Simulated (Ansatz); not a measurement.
# H2SSn: the cost of one run

Program: Ansatz 0.2.0, Gaussian basis. Level of theory: PBE0-D4/def2-TZVP structures, single points in def2-TZVPP, no counterpoise correction. These are calculated values, not measurements.

Levels: SPW92, PBE-D4, BLYP-D4, r2SCAN-D4, B97M-V, PBE0-D4, B3LYP-D4, r2SCAN0-D4, BHLYP-D4, CAM-B3LYP-D4, wB97X-V, wB97M-V, B2PLYP, PBE-QIDH, RPA on PBE, Hartree-Fock, MP2, CCSD, CCSD(T).

Cores are frozen in the correlated methods. Filled d shells of the heavier atoms are correlated. Core potentials replace the inner electrons past krypton, and spin-orbit coupling is left out. B3LYP uses VWN-RPA correlation. B2PLYP carries no dispersion term here.

51 further runs of the same task are left out: 1 that didn't finish, 50 set aside as unsound or not needed.

### 1 The starting structure

The complex: 6 atoms, charge 0, spin multiplicity 1.

Atoms are counted from 1 here; the program's logs count them from 0.

Bond lengths: Sn1–S2 2.419 Å, Sn1–H4 1.772 Å, S2–H6 1.343 Å, H3–H5 0.751 Å. Angles: S2–Sn1–H4 89.3°, Sn1–S2–H6 95.2°.

Geometry (Å):

```
Sn    0.2531    0.9088    0.7943
S     1.5656   -1.0566    0.2766
H    -1.6810    0.2110   -1.1524
H     0.5875    1.5342   -0.8302
H    -2.1138    0.0417   -0.5622
H     1.3886   -1.6391    1.4740
```

Its parts: SnH₂S holds atoms 1, 2, 4, 6; H₂ holds atoms 3, 5. Each part counts its atoms afresh in its own runs.

### 2 Relaxing SnH₂S alone

relax-a/in.yaml

```yaml
crystal:
  periodic: [false, false, false]
  atoms:
    - {symbol: Sn, position_ang: [0.253145, 0.908831, 0.794282]}
    - {symbol: S, position_ang: [1.565646, -1.056610, 0.276556]}
    - {symbol: H, position_ang: [0.587501, 1.534210, -0.830155]}
    - {symbol: H, position_ang: [1.388602, -1.639093, 1.474019]}
basis:
  gaussian: {orbitals: def2-TZVP}
hamiltonian: {xc: pbe0, dispersion: d4}
relax: {f_tol: 0.005, max_steps: 200}
```

Started as:

```
> ansatz run in.yaml --threads 2 --pin off --events-out ev --progress --plain --max-ram 4352MiB
```

**Question.** How long does this run take on 2 threads of Arm Neoverse V2, shared host?

About 5.5 s.
